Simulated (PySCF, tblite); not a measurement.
**C5H11OSi radical: geometry, infrared bands and EPR parameters**

Aim: predict the infrared bands and EPR parameters of C5H11OSi radical (`OC[C@@H]1C[CH]C[SiH2]1`).

The runs use tblite 0.8.0 and PySCF 2.14.0, with density-fitted response routines of our own; the level of theory stands in each step. All values are computed, except where a source is named. Atoms count from 0, in the outputs and in this text.

## Step 1: The molecule as given

18 atoms, charge 0, multiplicity 2; geometry from: force field or distance geometry start.

Bonds of the start (Å): O0–C1 1.44, C1–C2 1.52, C2–C3 1.54, C3–C4 1.51, C4–C5 1.51, C5–Si6 1.91, Si6–C2 1.94, O0–H7 0.98, C1–H8 1.09, C1–H9 1.09, C2–H10 1.09, C3–H11 1.10, C3–H12 1.11, C4–H13 1.08, C5–H14 1.09, C5–H15 1.11, Si6–H16 1.49, Si6–H17 1.48.

## Step 2: Relaxing the molecule with GFN2-xTB

What the job is given:

```
{"job": {"kind": "relax", "xc": "GFN2-xTB", "basis": "xTB"}, "charge": 0, "multiplicity": 2}
O      2.853100    -0.130000    -0.663200
C      1.613100     0.468300    -1.082800
C      0.590800     0.338500     0.039200
C      0.252600    -1.122300     0.377700
C     -1.088200    -1.183000     1.080000
C     -2.100300    -0.133100     0.670600
Si    -1.127900     1.141300    -0.372200
H      3.166800     0.366700     0.121100
H      1.297000    -0.045600    -1.987200
H      1.808600     1.510400    -1.323100
H      0.952600     0.830000     0.943200
H      0.203100    -1.755400    -0.514500
H      1.024200    -1.547400     1.046100
H     -1.377400    -2.045500     1.655000
H     -2.903600    -0.569300     0.084600
H     -2.518200     0.344400     1.575900
H     -1.219200     2.530500     0.155200
H     -1.435800     1.007900    -1.817300
```

The run is started by

```
$ OMP_NUM_THREADS=1 python probes_run.py task.json out
```

This one command runs all jobs of the session in turn.

Log:

```text
step      E/eV     max force
  0    -598.96709    1.338
  1    -599.05314    0.474
  2    -599.07900    0.347
  3    -599.09367    0.255
  4    -599.10140    0.189
  5    -599.10553    0.134
  6    -599.10958    0.155
  7    -599.11358    0.142
  8    -599.11629    0.126
  9    -599.11753    0.072
 10    -599.11820    0.068
 11    -599.11882    0.062
 12    -599.11938    0.060
 13    -599.11973    0.038
 14    -599.11994    0.034
 15    -599.12010    0.030
 16    -599.12027    0.036
 17    -599.12040    0.030
 18    -599.12049    0.021
 19    -599.12057    0.023
 20    -599.12065    0.029
 21    -599.12074    0.025
 22    -599.12082    0.021
 23    -599.12089    0.018
 24    -599.12094    0.016
 25    -599.12098    0.017
 26    -599.12101    0.015
 27    -599.12104    0.015
 28    -599.12106    0.014
 29    -599.12108    0.014
 30    -599.12112    0.016
 31    -599.12116    0.018
 32    -599.12120    0.015
 33    -599.12123    0.016
 34    -599.12128    0.015
 35    -599.12133    0.019
 36    -599.12139    0.021
 37    -599.12145    0.016
 38    -599.12149    0.016
 39    -599.12153    0.016
 40    -599.12159    0.027
 41    -599.12168    0.032
 42    -599.12177    0.025
 43    -599.12184    0.024
 44    -599.12191    0.023
 45    -599.12201    0.032
 46    -599.12213    0.037
 47    -599.12223    0.025
 48    -599.12229    0.018
 49    -599.12233    0.017
 50    -599.12238    0.025
 51    -599.12246    0.031
 52    -599.12254    0.023
 53    -599.12259    0.019
 54    -599.12264    0.016
 55    -599.12270    0.026
 56    -599.12280    0.037
 57    -599.12293    0.034
 58    -599.12303    0.022
 59    -599.12309    0.015
 60    -599.12313    0.013
 61    -599.12318    0.019
 62    -599.12324    0.020
 63    -599.12332    0.021
 64    -599.12340    0.028
 65    -599.12352    0.034
 66    -599.12370    0.037
 67    -599.12396    0.044
 68    -599.12427    0.045
 69    -599.12454    0.062
 70    -599.12487    0.065
 71    -599.12526    0.079
 72    -599.12632    0.125
 73    -599.12699    0.087
 74    -599.12808    0.114
 75    -599.12952    0.123
 76    -599.13052    0.098
 77    -599.13167    0.227
 78    -599.13486    0.220
 79    -599.13690    0.128
 80    -599.13803    0.398
 81    -599.14170    0.098
 82    -599.14328    0.079
 83    -599.14480    0.227
 84    -599.14599    0.075
 85    -599.14685    0.069
 86    -599.14852    0.082
 87    -599.14932    0.083
 88    -599.15052    0.121
 89    -599.15120    0.061
 90    -599.15165    0.057
 91    -599.15224    0.073
 92    -599.15314    0.082
 93    -599.15388    0.086
 94    -599.15440    0.056
 95    -599.15480    0.045
 96    -599.15517    0.044
 97    -599.15552    0.040
 98    -599.15577    0.036
 99    -599.15590    0.020
100    -599.15596    0.023
101    -599.15603    0.021
102    -599.15613    0.038
103    -599.15628    0.044
104    -599.15643    0.032
105    -599.15655    0.029
106    -599.15665    0.026
107    -599.15676    0.028
108    -599.15686    0.026
109    -599.15692    0.014
110    -599.15696    0.014
111    -599.15700    0.015
112    -599.15703    0.014
113    -599.15706    0.010
114    -599.15707    0.011
115    -599.15708    0.010
116    -599.15709    0.009
```

Wall time 1.3 s (1 thread of AMD EPYC, shared host).

Along the way: (not every step is listed)

```
step  energy from step 0 (eV)  largest force (eV/Å)
   0                   0.0000                1.3376
   1                  -0.0861                0.4736
   2                  -0.1119                0.3470
   3                  -0.1266                0.2552
   4                  -0.1343                0.1894
   5                  -0.1384                0.1344
   6                  -0.1425                0.1547
   7                  -0.1465                0.1419
   8                  -0.1492                0.1260
  18                  -0.1534                0.0210
  28                  -0.1540                0.0136
  38                  -0.1544                0.0159
  48                  -0.1552                0.0181
  58                  -0.1559                0.0220
  68                  -0.1572                0.0447
  78                  -0.1678                0.2204
  88                  -0.1834                0.1209
  98                  -0.1887                0.0362
 108                  -0.1898                0.0255
 111                  -0.1899                0.0151
 112                  -0.1899                0.0142
 113                  -0.1900                0.0102
 114                  -0.1900                0.0112
 115                  -0.1900                0.0105
 116                  -0.1900                0.0091
```

Close pairs (by a distance rule), those that changed most:

```
   bond  before (Å)  after (Å)  change (Å)
  C4–C5       1.515      1.470      -0.044
  C3–C4       1.515      1.479      -0.035
  O0–C1       1.439      1.409      -0.030
Si6–H16       1.489      1.464      -0.025
 C2–Si6       1.941      1.916      -0.025
Si6–H17       1.484      1.464      -0.020
  C2–C3       1.537      1.556      +0.019
 C5–H15       1.106      1.087      -0.019
```

The next job starts from the end point, and lists it.

## Step 3: Vibrational analysis with GFN2-xTB

What the job is given:

```
{"job": {"kind": "ir", "xc": "GFN2-xTB", "basis": "xTB"}, "charge": 0, "multiplicity": 2}
O      2.775740    -0.256862    -0.866922
C      1.558769     0.412464    -1.106322
C      0.592522     0.356683     0.070606
C      0.238995    -1.102859     0.479281
C     -1.071709    -1.073031     1.164571
C     -2.104015    -0.311867     0.445720
Si    -1.103699     1.199695    -0.219858
H      3.161840     0.091894    -0.055495
H      1.129074    -0.084022    -1.979511
H      1.750204     1.464971    -1.369950
H      1.088097     0.830965     0.927025
H      0.172822    -1.688684    -0.445423
H      1.020236    -1.549177     1.095413
H     -1.144499    -1.243465     2.224113
H     -2.473918    -0.865777    -0.422511
H     -2.960812    -0.068076     1.068505
H     -1.280252     2.393515     0.608894
H     -1.358153     1.499950    -1.629792
```

Log:

```text
mode    cm-1     km/mol
  1      56.1      0.90
  2     104.2      1.82
  3     171.5      2.92
  4     189.1      1.49
  5     307.4      8.76
  6     317.5    113.67
  7     391.5     29.96
  8     416.6     42.69
  9     429.7     25.80
 10     468.7     29.90
 11     523.7     27.63
 12     536.4     30.88
 13     629.6    127.07
 14     695.2     68.52
 15     729.4     29.12
 16     767.5    116.17
 17     779.8    165.13
 18     887.1     10.20
 19     933.4     14.54
 20     977.1     11.33
 21    1006.6     18.12
 22    1048.0     42.20
 23    1075.2      8.53
 24    1095.2     26.34
 25    1129.0     23.46
 26    1139.0     97.90
 27    1160.2      1.02
 28    1192.7      2.39
 29    1250.9      0.81
 30    1275.3      3.26
 31    1291.9     11.89
 32    1313.0      2.36
 33    1315.4     22.76
 34    1349.3     75.61
 35    1455.1      2.32
 36    1480.4      1.12
 37    1486.3      1.29
 38    2256.7    486.93
 39    2263.4    148.43
 40    2846.7     75.17
 41    2896.8      6.98
 42    2899.7      0.29
 43    2904.6    109.83
 44    2976.9     36.87
 45    2991.6     44.63
 46    3021.3     30.28
 47    3110.3     47.21
 48    3539.9      5.83
```

Wall time 1.1 s (1 thread of AMD EPYC, shared host).

The strongest bands and the atoms that carry them (share of the mass-weighted mode):

```
cm⁻¹  km/mol                                  atoms
 318   113.7                                H7 71 %
 630   127.1            H17 43 %, H16 36 %, C5 13 %
 768   116.2  H16 19 %, H14 17 %, H15 17 %, C5 15 %
 780   165.1           H17 36 %, H16 27 %, H14 11 %
1139    97.9    H8 31 %, C2 21 %, H7 17 %, H10 15 %
2257   486.9                     H17 57 %, H16 39 %
2263   148.4                     H16 58 %, H17 40 %
2905   109.8           H11 46 %, H10 28 %, H14 19 %
```

## Step 4: g tensor and hyperfine couplings: B3LYP/pcH-1

The job, as its differences from that of step 3:

```diff
@@ -1,2 +1,2 @@
-{"job": {"kind": "ir", "xc": "GFN2-xTB", "basis": "xTB"}, "charge": 0, "multiplicity": 2}
+{"job": {"kind": "epr", "basis": "pcH-1"}, "charge": 0, "multiplicity": 2}
 O      2.775740    -0.256862    -0.866922
```

Level: UKS B3LYP, pcH-1 on C H O Si, non-relativistic, mean-field spin-orbit, GIAO.

Log:

```text
UKS, coarse grid
  cycle   1  E = -561.71619377  |g| = 5.53e-01
  cycle   2  E = -561.58168259  |g| = 8.10e-01
  cycle   3  E = -561.83746797  |g| = 6.18e-02
  cycle   4  E = -561.83849400  |g| = 3.48e-02
  cycle   5  E = -561.83901196  |g| = 9.50e-03
  cycle   6  E = -561.83906078  |g| = 2.05e-03
  cycle   7  E = -561.83906336  |g| = 1.35e-03
  cycle   8  E = -561.83906490  |g| = 2.56e-04
UKS, final grid
  cycle   1  E = -561.83906435  |g| = 2.73e-04
  cycle   2  E = -561.83906433  |g| = 3.67e-04
  cycle   3  E = -561.83906439  |g| = 2.42e-05
  cycle   4  E = -561.83906439  |g| = 1.62e-05
E = -561.83906439 Eh   <S^2> = 0.7540 (exact 0.7500)
g shifts (ppm)      1          2          3
  rmc          -146       -146       -146
  gc             13         29         16
  oz_so        -283        550        675
  total        -416        433        545
hyperfine (MHz)  atom isotope    a_iso     a_fc   dipolar eigenvalues
    0   17O      -0.38      -0.38     -0.48      0.17      0.31
    1   13C      -0.01      -0.01     -1.22     -1.16      2.38
    2   13C      54.40      54.42     -4.54     -4.07      8.61
    3   13C     -24.30     -24.31     -1.74     -0.77      2.51
    4   13C     112.16     112.27    -76.82    -76.54    153.37
    5   13C     -31.07     -31.08     -2.55     -0.12      2.66
    6  29Si     -98.78     -98.90    -16.00      7.41      8.59
    7    1H      -0.02      -0.02     -0.87     -0.72      1.59
    8    1H      -0.63      -0.63     -1.59     -0.70      2.28
    9    1H       5.35       5.35     -1.40     -0.28      1.68
   10    1H      -4.30      -4.29     -3.81     -2.42      6.23
   11    1H      89.39      89.39     -5.02     -4.31      9.33
   12    1H       3.50       3.50     -5.08     -3.58      8.66
   13    1H     -57.99     -58.00    -37.25      0.33     36.92
   14    1H     124.19     124.19     -5.12     -4.02      9.15
   15    1H       4.09       4.09     -4.44     -3.34      7.78
   16    1H      -1.06      -1.06     -1.79     -1.55      3.34
   17    1H      11.29      11.28     -1.81     -1.05      2.86
```

Run time: 2.4 min. Hardware: 1 thread of AMD EPYC, shared host; peak memory 0.97 GiB.

Principal g values 2.00190, 2.00275, 2.00286; g(iso) = 2.00251, against 2.00232 for a free electron.

Hyperfine couplings, nucleus by nucleus at this fixed geometry (no averaging over rotations):

```
nuclei  isotope  a(iso) (MHz)  a(iso) (G, at g = 2.0023)  largest dipolar term (MHz)
   H14       1H         124.2                       44.3                         9.1
    C4      13C         112.2                       40.0                       153.4
   Si6     29Si         -98.8                      -35.2                       -16.0
   H11       1H          89.4                       31.9                         9.3
   H13       1H         -58.0                      -20.7                       -37.2
    C2      13C          54.4                       19.4                         8.6
    C5      13C         -31.1                      -11.1                         2.7
    C3      13C         -24.3                       -8.7                         2.5
   H17       1H          11.3                        4.0                         2.9
    H9       1H           5.3                        1.9                         1.7
   H10       1H          -4.3                       -1.5                         6.2
   H15       1H           4.1                        1.5                         7.8
   H12       1H           3.5                        1.2                         8.7
   H16       1H          -1.1                       -0.4                         3.3
```

Mulliken spin populations:

O0 0.00; C1 0.01; C2 0.04; C3 -0.08; C4 0.98; C5 -0.08; Si6 0.06; H7 0.00; H8 0.00; H9 0.00; H10 0.00; H11 0.04; H12 0.00; H13 -0.04; H14 0.05; H15 0.00; H16 0.00; H17 0.01

In first order the couplings over 0.8 MHz of 1H give 512 distinct lines over 107.5 G.

Orbitals, density, ELF and potential are computed afterwards from the orbital file.

ELF in a plane through or near 6 of the atoms.

Ten even steps from '0' (0.00) to '9' (1.00):
```
0000000000000000000000000000
0000000000000000000000000000
0000000000000000000000000000
0000000000000355310000000000
0000000231001588731000000000
0000016998100589741000000000
0000029999701322112100000000
0000005999712607716311210000
0000001386676971188679982000
0001466663892572473499996000
0001578674564750275499994000
0000267673027757638523430000
0000024652037428435510000000
0000001210089976578720000000
0000000000499971167631000000
0000000000499950023310000000
0000000000024300000000000000
0000000000000000000000000000
0000000000000000000000000000
0000000000000000000000000000
```
The map spans 11.5 Å across and 10.0 Å up, centred on the molecule. Atoms in the plane (x, y in Å): C3 (0.0, -1.2), C4 (1.5, -1.2), Si6 (0.9, 1.4), H9 (-2.2, 1.4), H12 (-0.5, -2.1), H15 (3.1, 0.2).

On the surface of density 0.002 e/bohr³ the electrostatic potential runs, from the 1st to the 99th percentile, from -1.63 V near O0 to 1.99 V near H7.

The spin density lies nearest to C4 62 %; H13 10 %.

## Step 5: Summary of results

| quantity | value |
| --- | --- |
| strongest single infrared mode (GFN2-xTB) | 2257 cm⁻¹, 487 km/mol |
| zero-point energy (GFN2-xTB) | 90.2 kcal/mol |
| g(iso) (B3LYP) | 2.00251 |
| ⟨S²⟩ | 0.754 (exact 0.75) |
| largest a(iso) | 1H on H14, 124.2 MHz |
| surface potential, 1st and 99th percentile | -1.63 V and 1.99 V |

Over 116 steps the energy fell by 0.190 eV; of the close pairs, C4–C5 changed most, 1.515 to 1.470 Å. All 48 modes are real, so the xTB geometry is a minimum. The strongest single mode, at 2257 cm⁻¹, moves mainly H17 and H16. GFN2-xTB is a fitted tight-binding method: band positions and strengths are rough. Its intensities can rank the bands wrongly. Most of the unpaired spin sits on C4 (0.98 e). The isotropic g lies 0.2 ppt above the free-electron value.
